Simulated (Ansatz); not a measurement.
# C2H8AlN: vertical ionisation energy

One table from this session's results is given with a row withheld; the runs are named, their logs left out.

Computed with Ansatz 0.2.0, Gaussian basis. Level: unrestricted cation, the program's frozen cores in correlated methods.

The runs, in order: UKS PBE-D4/def2-TZVPP; UKS r2SCAN-D4/def2-TZVPP; UKS PBE0-D4/def2-TZVPP; UKS B3LYP-D4/def2-TZVPP; UKS wB97X-V/def2-TZVPP; UKS wB97M-V/def2-TZVPP; UKS B2PLYP/def2-TZVPP; UHF-CCSD(T)/def2-TZVPP; UHF-MP2/def2-QZVPP; extrapolation to the limit; then −ε(HOMO) from the neutral's earlier runs with LDA (SPW92), PBE-D4, revPBE-D4, BLYP-D4, r2SCAN-D4, B97M-V, PBE0-D4, B3LYP-D4, r2SCANh-D4, r2SCAN0-D4, HSE06-D4, BHLYP-D4, CAM-B3LYP-D4, LC-ωPBE, ωB97X-V, ωB97M-V.

## Structure used throughout

The geometry comes from an earlier relaxation with PBE0-D4 in a triple-zeta def2 set; it is a stationary point, not always the lowest conformer.

SMILES `C[N](C)[AlH2]`, 12 atoms, charge 0, spin multiplicity 1.

Atoms are counted from 1 here; the program's logs count them from 0.

Bond lengths: C1–N2 1.443 Å, C1–H5 1.092 Å, C1–H6 1.099 Å, C1–H7 1.099 Å, N2–C3 1.443 Å, N2–Al4 1.772 Å, C3–H8 1.092 Å, C3–H9 1.099 Å, C3–H10 1.099 Å, Al4–H11 1.584 Å, Al4–H12 1.584 Å. Angles: N2–C1–H5 110.8°, N2–C1–H6 111.6°, N2–C1–H7 111.5°, H5–C1–H6 107.8°, H5–C1–H7 107.8°, H6–C1–H7 107.1°, C1–N2–C3 112.3°, C1–N2–Al4 123.8°, C3–N2–Al4 123.8°, N2–C3–H8 110.8°, N2–C3–H9 111.6°, N2–C3–H10 111.5°, H8–C3–H9 107.8°, H8–C3–H10 107.8°, H9–C3–H10 107.1°, N2–Al4–H11 117.4°, N2–Al4–H12 117.4°, H11–Al4–H12 125.2°.

The first run:

Contents of in.yaml:

```yaml
crystal:
  periodic: [false, false, false]
  atoms:
    - {symbol: C, position_ang: [-0.110442, 1.292852, -0.505648]}
    - {symbol: N, position_ang: [-0.032113, -0.068143, -0.033097]}
    - {symbol: C, position_ang: [0.797978, -0.194535, 1.140205]}
    - {symbol: Al, position_ang: [-0.861863, -1.429960, -0.806404]}
    - {symbol: H, position_ang: [-0.744069, 1.358673, -1.393178]}
    - {symbol: H, position_ang: [-0.530687, 1.962184, 0.258671]}
    - {symbol: H, position_ang: [0.881590, 1.686248, -0.770045]}
    - {symbol: H, position_ang: [0.839214, -1.233567, 1.475219]}
    - {symbol: H, position_ang: [0.415419, 0.412962, 1.972909]}
    - {symbol: H, position_ang: [1.827646, 0.137289, 0.944066]}
    - {symbol: H, position_ang: [-1.735907, -1.116420, -2.089817]}
    - {symbol: H, position_ang: [-0.669863, -2.862882, -0.158882]}
basis:
  gaussian: {orbitals: def2-TZVPP}
total_charge: 1
magnetization: {spin_polarized: true, initial_magnetization: 1}
hamiltonian: {xc: pbe, dispersion: d4}
```

Launch:

```console
$ ansatz run in.yaml --threads 2 --pin off --events-out ev --progress --plain --max-ram 32768MiB --backend cpu
```

Among the steps run: Cation, UKS PBE-D4/def2-TZVPP; Cation, UKS r2SCAN-D4/def2-TZVPP; Cation, UKS PBE0-D4/def2-TZVPP; Cation, UKS B3LYP-D4/def2-TZVPP; Cation, UKS wB97X-V/def2-TZVPP; Cation, UKS wB97M-V/def2-TZVPP; Cation, UKS B2PLYP (frozen core)/def2-TZVPP; Cation, UHF-CCSD(T)/def2-TZVPP; Cation, UHF-MP2/def2-QZVPP.

One table of the session follows, with a row left open; its other results are not shown here.

It belongs to the step «Ionisation energies side by side». Orbital estimates, from the neutral's runs:

| functional | −ε(HOMO) (eV) |
| --- | --- |
| LDA (SPW92) | 5.41 |
| PBE-D4 | 5.29 |
| revPBE-D4 | 5.23 |
| BLYP-D4 | 5.17 |
| r2SCAN-D4 | 5.48 |
| B97M-V | 5.62 |
| PBE0-D4 | 6.47 |
| B3LYP-D4 | 6.28 |
| r2SCANh-D4 | 5.93 |
| r2SCAN0-D4 | 6.62 |
| HSE06-D4 | ? |
| BHLYP-D4 | 7.63 |
| CAM-B3LYP-D4 | 7.83 |
| LC-ωPBE | 9.15 |
| ωB97X-V | 8.83 |
| ωB97M-V | 8.76 |

Q: Estimate the row for HSE06-D4 from the others.

**Answer.** −ε(HOMO) (eV): 6.08. In the column «−ε(HOMO) (eV)» it lies between r2SCANh-D4 (5.93) and B3LYP-D4 (6.28).
